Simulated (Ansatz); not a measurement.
# SnNH6+ (SMILES [NH3+][SnH3]): functionals against CCSD(T) at one geometry

Aim: energy, forces and dipole at a structure displaced at random from a GFN2-xTB minimum, from CCSD(T) and from density functionals.

Computed with Ansatz 0.2.0, Gaussian basis. Level: single points in def2-TZVPP.

Cores are frozen in the correlated methods. Filled d shells of the heavier atoms are correlated. Core potentials replace the inner electrons past krypton, and spin-orbit coupling is left out.

## Step 1: The system as given

SMILES `[NH3+][SnH3]`, 8 atoms, charge 1, spin multiplicity 1.

Atoms are counted from 1 here; the program's logs count them from 0.

Bond lengths: N1–Sn2 2.398 Å, N1–H3 1.173 Å, N1–H4 0.964 Å, N1–H5 0.981 Å, Sn2–H6 1.585 Å, Sn2–H7 1.795 Å, Sn2–H8 1.739 Å. Angles: Sn2–N1–H3 98.7°, Sn2–N1–H4 100.1°, Sn2–N1–H5 103.0°, H3–N1–H4 123.1°, H3–N1–H5 104.9°, H4–N1–H5 122.0°, N1–Sn2–H6 96.7°, N1–Sn2–H7 101.2°, N1–Sn2–H8 102.3°, H6–Sn2–H7 113.2°, H6–Sn2–H8 114.7°, H7–Sn2–H8 123.0°.

As a file:

```xyz
8

N    -0.62170    0.25250   -1.06900
Sn    0.59380   -0.20970    0.94590
H     0.25100    0.10660   -1.83980
H    -1.35050   -0.37170   -0.97460
H    -0.75950    1.22290   -1.02500
H    -0.55460    0.21080    1.95450
H     0.80920   -1.98690    0.82140
H     1.91740    0.91360    0.84460
```

## Step 2: CCSD(T)/def2-TZVPP

Contents of run/in.yaml:

```yaml
crystal:
  periodic: [false, false, false]
  atoms:
    - {symbol: N, position_ang: [-0.621700, 0.252500, -1.069000]}
    - {symbol: Sn, position_ang: [0.593800, -0.209700, 0.945900]}
    - {symbol: H, position_ang: [0.251000, 0.106600, -1.839800]}
    - {symbol: H, position_ang: [-1.350500, -0.371700, -0.974600]}
    - {symbol: H, position_ang: [-0.759500, 1.222900, -1.025000]}
    - {symbol: H, position_ang: [-0.554600, 0.210800, 1.954500]}
    - {symbol: H, position_ang: [0.809200, -1.986900, 0.821400]}
    - {symbol: H, position_ang: [1.917400, 0.913600, 0.844600]}
basis:
  gaussian: {orbitals: def2-TZVPP}
total_charge: 1
correlation: {method: ccsd_t}
output: {forces: true}
```

No record of the launch command was kept for these runs.

The log of the run, shortened:

```text
Functional definition: HF
  name "HF"
  cite "Fock, Z. Phys. 61, 126 (1930) doi:10.1007/BF01340294"
  parent pbe
[...]
1114 factors; integrals over basis functions are off by at most 9.9e-4 eV
[...]
mean field -7375.49932911 eV, -271.0446010517 hartree, gradient 2.6e-6 eV, S^2 0.000000; 0 other end points of the search recorded, 0 dependent functions left out
5 core orbitals not correlated: weight in the atoms' cores, before any rotation towards them, 1.000 or more for the frozen orbitals, at most 0.000 for the correlated occupied ones
reference -7375.49932911 eV, -271.0446010517 hartree; 12, 12 occupied and 148, 148 virtual orbitals, 1114 factors
second order -15.13793850 eV of doubles, -0.00000000 eV of singles
cycle   1  -15.28499347 eV  change   -1.5e-1 eV  update   8.7e-2
[...]
cycle  10  -15.75881672 eV  change    3.5e-6 eV  update   4.1e-6
perturbative correction -0.45354984 eV, -0.0166676491 hartree
[...]
working
Total energy: -7391.71169566 eV, -271.6403945335 hartree
Atom 0 at    -0.621700     0.252500    -1.069000 Å, force     7.594935    -0.192387    -0.762204 eV/Å
Atom 1 at     0.593800    -0.209700     0.945900 Å, force     1.411609    -1.082906    -1.528243 eV/Å
Atom 2 at     0.251000     0.106600    -1.839800 Å, force    -3.856799    -0.070203     2.318249 eV/Å
Atom 3 at    -1.350500    -0.371700    -0.974600 Å, force    -2.051594    -1.344326    -0.801503 eV/Å
Atom 4 at    -0.759500     1.222900    -1.025000 Å, force    -1.115470     1.370940    -0.088552 eV/Å
Atom 5 at    -0.554600     0.210800     1.954500 Å, force    -1.334939     0.502332     1.116628 eV/Å
Atom 6 at     0.809200    -1.986900     0.821400 Å, force    -0.054222     1.468300    -0.098297 eV/Å
Atom 7 at     1.917400     0.913600     0.844600 Å, force    -0.593520    -0.651749    -0.156078 eV/Å
Dipole moment:    -0.319518     0.177460    -0.709454 e Å
```

Run time: 93 s. Hardware: 4 threads, shared host; peak memory 2.8 GiB.

## Step 3: PBE0-D4/def2-TZVPP

Edit run/in.yaml of step 2 so:

```diff
@@ -14,3 +14,3 @@
 total_charge: 1
-correlation: {method: ccsd_t}
-output: {forces: true}
+hamiltonian: {xc: pbe0, dispersion: d4}
+output: {forces: true, orbitals: {seedname: orbitals}}
```

The log in run was not kept; the run's report gives a total energy of -7410.479841 eV.

Run time: 1.1 s. Hardware: 4 threads, shared host; peak memory 0.29 GiB.

## Step 4: wB97M-V/def2-TZVPP

Edit run/in.yaml of step 3 so:

```diff
@@ -14,3 +14,3 @@
 total_charge: 1
-hamiltonian: {xc: pbe0, dispersion: d4}
-output: {forces: true, orbitals: {seedname: orbitals}}
+hamiltonian: {xc: {name: wB97M-V}}
+output: {forces: true}
```

The log of the run, shortened:

```text
Functional definition: wB97M-V
  name "wB97M-V"
  cite "Mardirossian & Head-Gordon, J. Chem. Phys. 144, 214110 (2016) doi:10.1063/1.4952647"
  cite "Becke, J. Chem. Phys. 107, 8554 (1997) doi:10.1063/1.475007"
  cite "Vydrov & Van Voorhis, J. Chem. Phys. 133, 244103 (2010) doi:10.1063/1.3521275"
  # Of w^i u^j: cxij and so on, Table III.
[...]
  gx(w, u) = 1 - cx + cx01*u + cx10*w
  gss(w, u) = css00 + css04*u^4 + css10*w + css20*w^2 + css43*w^4*u^3
  gos(w, u) = cos00 + cos10*w + (cos20 + cos21*u)*w^2 + (cos60 + cos61*u)*w^6
[...]
      + integral(e_c_pw_mod_opposite_spin*gos(b97_w_opposite, b97_u_opposite)) + vv10(b, c)
941 factors; their error is unknown
243 factors; integrals over basis functions are off by at most 9.3e-6 eV
[...]
mean field -7409.66593210 eV, -272.3002005528 hartree, gradient 3.7e-5 eV, S^2 0.000000; 0 other end points of the search recorded, 0 dependent functions left out
[...]
reference -7409.66598656 eV, -272.3002025539 hartree; 17, 17 occupied and 148, 148 virtual orbitals, 941 factors
Total energy: -7409.66598656 eV, -272.3002025539 hartree
Atom 0 at    -0.621700     0.252500    -1.069000 Å, force     7.547136    -0.165961    -0.923932 eV/Å
Atom 1 at     0.593800    -0.209700     0.945900 Å, force     1.475586    -1.125005    -1.463471 eV/Å
Atom 2 at     0.251000     0.106600    -1.839800 Å, force    -3.898971    -0.052756     2.373179 eV/Å
Atom 3 at    -1.350500    -0.371700    -0.974600 Å, force    -2.017557    -1.321580    -0.777155 eV/Å
Atom 4 at    -0.759500     1.222900    -1.025000 Å, force    -1.099819     1.324071    -0.083318 eV/Å
Atom 5 at    -0.554600     0.210800     1.954500 Å, force    -1.365487     0.513046     1.140342 eV/Å
Atom 6 at     0.809200    -1.986900     0.821400 Å, force    -0.050684     1.484659    -0.102643 eV/Å
Atom 7 at     1.917400     0.913600     0.844600 Å, force    -0.590204    -0.656475    -0.163004 eV/Å
Dipole moment:    -0.312586     0.177417    -0.698248 e Å
```

Wall time 3.7 s (4 threads, shared host); peak memory 0.4 GiB.

## Step 5: r2SCAN-D4/def2-TZVPP

Edit run/in.yaml of step 4 so:

```diff
@@ -14,3 +14,3 @@
 total_charge: 1
-hamiltonian: {xc: {name: wB97M-V}}
+hamiltonian: {xc: r2scan, dispersion: d4}
 output: {forces: true}
```

The log in run was not kept; the run's report gives a total energy of -7413.408967 eV.

Wall time 1.8 s (4 threads, shared host); peak memory 0.18 GiB.

## Step 6: PBE-D4/def2-TZVPP

Edit run/in.yaml of step 5 so:

```diff
@@ -14,3 +14,3 @@
 total_charge: 1
-hamiltonian: {xc: r2scan, dispersion: d4}
+hamiltonian: {xc: pbe, dispersion: d4}
 output: {forces: true}
```

The log in run was not kept; the run's report gives a total energy of -7410.043777 eV.

Run time: 0.95 s. Hardware: 4 threads, shared host; peak memory 0.16 GiB.

## Step 7: SPW92/def2-TZVPP

Edit run/in.yaml of step 6 so:

```diff
@@ -14,3 +14,3 @@
 total_charge: 1
-hamiltonian: {xc: pbe, dispersion: d4}
+hamiltonian: {xc: lda}
 output: {forces: true}
```

The log of the run, shortened:

```text
Functional definition: SPW92
  name "SPW92"
  cite "Dirac, Proc. Camb. Phil. Soc. 26, 376 (1930) doi:10.1017/S0305004100016108"
  cite "Slater, Phys. Rev. 81, 385 (1951) doi:10.1103/PhysRev.81.385"
  cite "Perdew & Wang, Phys. Rev. B 45, 13244 (1992) doi:10.1103/PhysRevB.45.13244"
[...]
897 factors; their error is unknown
[...]
mean field -7389.11953724 eV, -271.5451344686 hartree, gradient 6.0e-5 eV, S^2 0.000000; 0 other end points of the search recorded, 0 dependent functions left out
[...]
reference -7389.11957925 eV, -271.5451360123 hartree; 17, 17 occupied and 148, 148 virtual orbitals, 897 factors
Total energy: -7389.11957925 eV, -271.5451360123 hartree
Atom 0 at    -0.621700     0.252500    -1.069000 Å, force     7.509677    -0.297619    -0.915929 eV/Å
Atom 1 at     0.593800    -0.209700     0.945900 Å, force     1.336041    -1.039927    -1.636315 eV/Å
Atom 2 at     0.251000     0.106600    -1.839800 Å, force    -3.488461    -0.086577     2.162704 eV/Å
Atom 3 at    -1.350500    -0.371700    -0.974600 Å, force    -2.370081    -1.721350    -0.576841 eV/Å
Atom 4 at    -0.759500     1.222900    -1.025000 Å, force    -1.071159     1.868952     0.026500 eV/Å
Atom 5 at    -0.554600     0.210800     1.954500 Å, force    -1.462772     0.547175     1.214633 eV/Å
Atom 6 at     0.809200    -1.986900     0.821400 Å, force    -0.036513     1.215778    -0.109884 eV/Å
Atom 7 at     1.917400     0.913600     0.844600 Å, force    -0.416733    -0.486432    -0.164867 eV/Å
Dipole moment:    -0.329579     0.181418    -0.736649 e Å
```

Run time: 0.65 s. Hardware: 4 threads, shared host; peak memory 0.16 GiB.

## Step 8: HSE06-D4/def2-TZVPP

Edit run/in.yaml of step 7 so:

```diff
@@ -14,3 +14,3 @@
 total_charge: 1
-hamiltonian: {xc: lda}
+hamiltonian: {xc: hse06, dispersion: d4}
 output: {forces: true}
```

The log of the run, shortened:

```text
Functional definition: HSE06
  name "HSE06"
  cite "Heyd, Scuseria & Ernzerhof, J. Chem. Phys. 118, 8207 (2003) doi:10.1063/1.1564060"
  cite "Krukau, Vydrov, Izmaylov & Scuseria, J. Chem. Phys. 125, 224106 (2006) doi:10.1063/1.2404663"
  cite "Heyd & Scuseria, J. Chem. Phys. 120, 7274 (2004) doi:10.1063/1.1668634"
  cite "Ernzerhof & Perdew, J. Chem. Phys. 109, 3313 (1998) doi:10.1063/1.476928"
  cite "Perdew, Burke & Ernzerhof, Phys. Rev. Lett. 77, 3865 (1996) doi:10.1103/PhysRevLett.77.3865"
[... 1 set-up line as earlier in the session ...]
[...]
  # The whole range is PBE's own exchange, as in plane waves. The composition of these papers is wPBEh.
[...]
970 factors; their error is unknown
99 factors; integrals over basis functions are off by at most 8.6e-7 eV
[...]
mean field -7410.26497634 eV, -272.3222150226 hartree, gradient 3.3e-5 eV, S^2 0.000000; 0 other end points of the search recorded, 0 dependent functions left out
[...]
reference -7410.26502009 eV, -272.3222166303 hartree; 17, 17 occupied and 148, 148 virtual orbitals, 970 factors
Total energy: -7410.33267162 eV, -272.3247027780 hartree
Atom 0 at    -0.621700     0.252500    -1.069000 Å, force     7.545321    -0.150389    -1.016531 eV/Å
Atom 1 at     0.593800    -0.209700     0.945900 Å, force     1.462130    -1.111417    -1.510131 eV/Å
Atom 2 at     0.251000     0.106600    -1.839800 Å, force    -3.918641    -0.057611     2.403805 eV/Å
Atom 3 at    -1.350500    -0.371700    -0.974600 Å, force    -2.018397    -1.343561    -0.759550 eV/Å
Atom 4 at    -0.759500     1.222900    -1.025000 Å, force    -1.092989     1.340534    -0.062316 eV/Å
Atom 5 at    -0.554600     0.210800     1.954500 Å, force    -1.464039     0.548190     1.223955 eV/Å
Atom 6 at     0.809200    -1.986900     0.821400 Å, force    -0.035303     1.332538    -0.110341 eV/Å
Atom 7 at     1.917400     0.913600     0.844600 Å, force    -0.478081    -0.558284    -0.168892 eV/Å
Dipole moment:    -0.320673     0.180097    -0.715161 e Å
```

Wall time 1.4 s (4 threads, shared host); peak memory 0.3 GiB.

## Step 9: Side by side

```csv
method,RMS force component (eV/Å),RMS error against CCSD(T) (eV/Å),angle to CCSD(T) forces (°)
CCSD(T),2.042,reference,reference
PBE0-D4,2.047,0.081,2.3
wB97M-V,2.042,0.046,1.3
r2SCAN-D4,2.018,0.083,2.2
PBE-D4,2.004,0.190,5.3
SPW92,2.032,0.197,5.5
HSE06-D4,2.047,0.082,2.3
```

Energy less the free neutral atoms in their ground states at the same level (atoms from separate runs):

Differences are taken before rounding.

```csv
method,rung,energy less atoms (kcal/mol),from CCSD(T) (kcal/mol)
SPW92,LDA,-402.7,-77.6
PBE-D4,GGA,-335.7,-10.5
r2SCAN-D4,meta-GGA,-330.4,-5.3
PBE0-D4,hybrid,-327.2,-2.1
HSE06-D4,screened hybrid,-327.4,-2.3
wB97M-V,range-separated hybrid,-336.7,-11.6
Hartree-Fock,wavefunction,-190.2,+134.9
MP2,wavefunction,-313.7,+11.4
CCSD,wavefunction,-319.8,+5.3
CCSD(T),wavefunction,-325.1,0
```

What each level took, beside its miss in the forces (shared host):

```csv
method,time,RMS force error (eV/Å)
CCSD(T),93 s,0
PBE0-D4,1.1 s,0.081
wB97M-V,3.7 s,0.046
r2SCAN-D4,1.8 s,0.083
PBE-D4,0.95 s,0.190
SPW92,0.65 s,0.197
HSE06-D4,1.4 s,0.082
```

## Step 10: Summary of results

| quantity | value |
| --- | --- |
| energy less free atoms, CCSD(T)/def2-TZVPP | -325.1 kcal/mol |
| RMS force component | 2.004 to 2.047 eV/Å over the methods |
| RMS force error | PBE0-D4 0.081, wB97M-V 0.046, r2SCAN-D4 0.083, PBE-D4 0.190, SPW92 0.197, HSE06-D4 0.082 eV/Å |
| HOMO and LUMO, PBE0-D4 | -14.47 and -6.48 eV |
| T1 diagnostic | 0.013 |

Against CCSD(T) the functionals' energies less atoms differ by -77.6 to -2.1 kcal/mol, PBE-D4 by -10.5 kcal/mol. CCSD(T) in triple zeta still lacks some correlation energy of the bonds, so part of these gaps is its own basis error and they don't rank the functionals. On forces the order runs from wB97M-V to SPW92. Frozen-core CCSD(T) forces in triple zeta carry basis errors of their own, and this is one geometry, so small gaps rank nothing.
